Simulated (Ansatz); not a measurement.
**GdP (CsCl type): equation of state and elastic constants**

How stiff is GdP (CsCl type)? Energies and pressures are computed at volumes on both sides of the relaxed cell and fitted, then the elastic tensor. The start comes from a prototype table, not from a measured structure.

Program: Ansatz 0.2.0. Level of theory: DFT PBEsol, scalar-relativistic, plane waves, PAW. These are calculated values, not measurements.

## (1) Starting point

Symmetry: Pm-3m, No. 221, cubic system. Conventional cell: a = 3.448 Å, b = 3.448 Å, c = 3.448 Å, α = 90.00°, β = 90.00°, γ = 90.00°. Gd (site symmetry m-3m) is surrounded by 8 P at 2.99 Å. Around P (site symmetry m-3m) lie 8 Gd at 2.99 Å.

As a file:

```
CELL_PARAMETERS angstrom
3.44768 0.00000 0.00000
0.00000 3.44768 0.00000
0.00000 0.00000 3.44768
ATOMIC_POSITIONS crystal
Gd 0.00000 0.00000 0.00000
P 0.50000 0.50000 0.50000
```

This cell comes from an earlier session at PBEsol: 20.490 Å³/atom at 0.00 GPa, on a 10×10×10 mesh.

Volume factors to run: 0.980, 1.020, 0.960, 1.040.

## (2) Scaling the volume by 0.980

File input.yaml:

```yaml
crystal:
  lattice:
    - [3.4245375357, 0.0, 0.0]
    - [0.0, 3.4245375357, 0.0]
    - [0.0, 0.0, 3.4245375357]
  atoms:
    - { symbol: Gd, position: [0.0, 0.0, 0.0], spin: 7.63 }
    - { symbol: P, position: [0.5, 0.5, 0.5] }
basis:
  ecutwfc: 420
  ecutrho_ratio: 4
kpoints:
  mp_grid: { grid: [10, 10, 10] }
hamiltonian:
  xc: pbesol
scf:
  occupations: { method: gaussian, width: 0.05 }
output:
  forces: true
  stress: true
  eigenvalues: true
  populations: true
magnetization:
  spin_polarized: true
```

After this run come: Volume × 1.020; Volume × 0.960; Volume × 1.040; Elastic constants, atoms relaxed.

Q: Predict the outcome of this session. Wanted: V0; B0; B0′; scatter of the fit; C11, C12, C44.

**Answer**, as computed:

| quantity | value |
| --- | --- |
| V0 | 20.498 Å³/atom |
| B0 | 87 GPa |
| B0′ | 3.1 |
| scatter of the fit | 0.002 meV/atom |
| C11, C12, C44 | 69, 97, -65 GPa |

In words: A third-order Birch–Murnaghan fit puts the minimum at 20.50 Å³/atom with a bulk modulus of 87 GPa. One per cent of compression takes about 0.87 GPa. The tensor has a negative eigenvalue (-65 GPa), so the cell is mechanically unstable at this level. These are values at 0 K without zero-point motion. No U acts on the 4f shell, so its levels can lie too near the Fermi level. Spin–orbit coupling is left out, though the cell holds Gd; it splits the 4f levels.
